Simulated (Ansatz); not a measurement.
**Ga7N7 zinc blende off sphere (Ga7N7): structure and electronic state**

What does Ga7N7 zinc blende off sphere (Ga7N7) look like as a singlet, and where do its frontier electrons sit?

The runs use Ansatz 0.2.0, Gaussian basis; RKS PBE0-D4/def2-TZVP.

Levels to be run: relaxation at r2SCAN-D4/def2-SVP; a single point at PBE0-D4/def2-TZVP.

## (1) The system as given

14 atoms, charge 0, spin multiplicity 1.

Atoms are counted from 1 here; the program's logs count them from 0.

Bond lengths: N1–Ga9 1.848 Å, N1–Ga10 1.903 Å, N2–Ga8 1.942 Å, N2–Ga11 1.942 Å, N2–Ga12 1.941 Å, N3–Ga9 1.945 Å, N3–Ga11 1.878 Å, N3–Ga13 1.947 Å, N4–Ga8 1.878 Å, N4–Ga9 1.948 Å, N4–Ga14 1.947 Å, N5–Ga10 1.903 Å, N5–Ga14 1.848 Å, N6–Ga12 1.877 Å, N6–Ga13 1.945 Å, N6–Ga14 1.945 Å, N7–Ga10 1.903 Å, N7–Ga13 1.848 Å. Angles: Ga9–N1–Ga10 95.0°, Ga8–N2–Ga11 105.3°, Ga8–N2–Ga12 105.2°, Ga11–N2–Ga12 105.1°, Ga9–N3–Ga11 113.4°, Ga9–N3–Ga13 95.2°, Ga11–N3–Ga13 112.9°, Ga8–N4–Ga9 113.2°, Ga8–N4–Ga14 112.9°, Ga9–N4–Ga14 95.1°, Ga10–N5–Ga14 95.0°, Ga12–N6–Ga13 113.1°, Ga12–N6–Ga14 113.2°, Ga13–N6–Ga14 95.4°, Ga10–N7–Ga13 94.9°, N2–Ga8–N4 116.1°, N1–Ga9–N3 116.9°, N1–Ga9–N4 117.3° and more.

The start is a GFN2-xTB geometry.

## (2) Optimising with r2SCAN-D4/def2-SVP

in.yaml

```yaml
crystal:
  periodic: [false, false, false]
  atoms:
    - {symbol: N, position_ang: [0.549560, -2.841950, 0.554630]}
    - {symbol: N, position_ang: [-1.732670, 1.750070, -1.739540]}
    - {symbol: N, position_ang: [0.542360, -0.555750, -1.731160]}
    - {symbol: N, position_ang: [-1.737610, -0.543760, 0.550980]}
    - {symbol: N, position_ang: [0.550500, -0.558520, 2.839260]}
    - {symbol: N, position_ang: [0.556860, 1.724850, 0.547680]}
    - {symbol: N, position_ang: [2.840110, -0.563140, 0.555420]}
    - {symbol: Ga, position_ang: [-2.745420, 0.583060, -0.563580]}
    - {symbol: Ga, position_ang: [-0.429270, -1.612420, -0.418120]}
    - {symbol: Ga, position_ang: [1.529460, -1.536610, 1.533070]}
    - {symbol: Ga, position_ang: [-0.564730, 0.570580, -2.747960]}
    - {symbol: Ga, position_ang: [-0.551440, 2.750230, -0.567770]}
    - {symbol: Ga, position_ang: [1.612930, 0.411160, -0.423820]}
    - {symbol: Ga, position_ang: [-0.420640, 0.422190, 1.610940]}
basis:
  gaussian: {orbitals: def2-SVP}
hamiltonian: {xc: r2scan, dispersion: d4}
scf: {lower_state_search: "off"}
output: {orbitals: {seedname: orbitals}}
relax: {f_tol: 0.03, max_steps: 70}
```

Command:

```bash
ansatz run in.yaml --threads 2 --pin off --events-out ev --progress --plain --max-ram 32768MiB --backend cuda --devices 0, --max-vram 18GiB
```

Further steps of the session: Single point, PBE0-D4/def2-TZVP.

Before running them: what should the planned runs give, taken together? Wanted: point group; commonest bond; HOMO, LUMO at PBE0-D4/def2-TZVP; dipole at r2SCAN-D4/def2-SVP.

As calculated:

| quantity | value |
| --- | --- |
| point group | C3v |
| commonest bond | Ga–N, 18 of mean length 1.898 Å |
| HOMO, LUMO at PBE0-D4/def2-TZVP | -6.09, -4.37 eV |
| dipole at r2SCAN-D4/def2-SVP | 7.28 D |

**Reading.** The molecule keeps its bonding pattern by the stored test; the atoms moved 0.08 Å (rms). No usable vibrations, so a minimum isn't proven. Whether this spin is the lowest isn't tested here.
